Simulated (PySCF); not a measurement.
# CH8AlB2N: the cost of one run

Programs: PySCF 2.14.0, with density-fitted response routines of our own. Each step states its level of theory. These are calculated values for one molecule in the gas phase, unless marked as measured. Atoms are numbered from 0 throughout.

## Step 1: Starting geometry

13 atoms, charge 0, multiplicity 1; geometry from: GFN2-xTB.

Bonds of the start (Å): B0–N1 1.43, N1–Al2 1.84, N1–B3 1.43, B3–C4 1.58, B0–H5 1.18, B0–H6 1.17, Al2–H7 1.54, Al2–H8 1.54, B3–H9 1.17, C4–H10 1.09, C4–H11 1.11, C4–H12 1.09.

## Step 2: TDDFT and polarisability: CAM-B3LYP/def2-SVPD

The job: settings as JSON, then the geometry in Å.

```
{"job": {"kind": "uv", "xc": "CAM-B3LYP", "basis": "def2-SVPD", "nstates": 8, "ntriplets": 3}, "charge": 0, "multiplicity": 1}
B      1.180046    -0.942520     1.558762
N      0.442569    -0.315621     0.511874
Al     1.333956     0.384829    -0.939989
B     -0.979902    -0.187375     0.508396
C     -1.613366     0.542857    -0.745704
H      2.354988    -0.987298     1.445382
H      0.642843    -1.395930     2.496379
H      1.877928     1.828953    -0.888792
H      1.688860    -0.523527    -2.137043
H     -1.642202    -0.598819     1.384199
H     -2.162372     1.441686    -0.468390
H     -0.816621     0.845315    -1.453069
H     -2.311115    -0.092065    -1.289734
```

With the program's defaults for keys left out, this is: TDDFT CAM-B3LYP/def2-SVPD, vertical, gas phase, core orbitals frozen in the response.

Command:

```console
$ OMP_NUM_THREADS=1 python probes_run.py task.json out
```

This one command runs all jobs of the session in turn.

Q: Estimate the wall time and peak memory of this first job on 1 thread of Intel Xeon at 2.70GHz, shared host.

About 31 s, with a peak of 0.74 GiB.
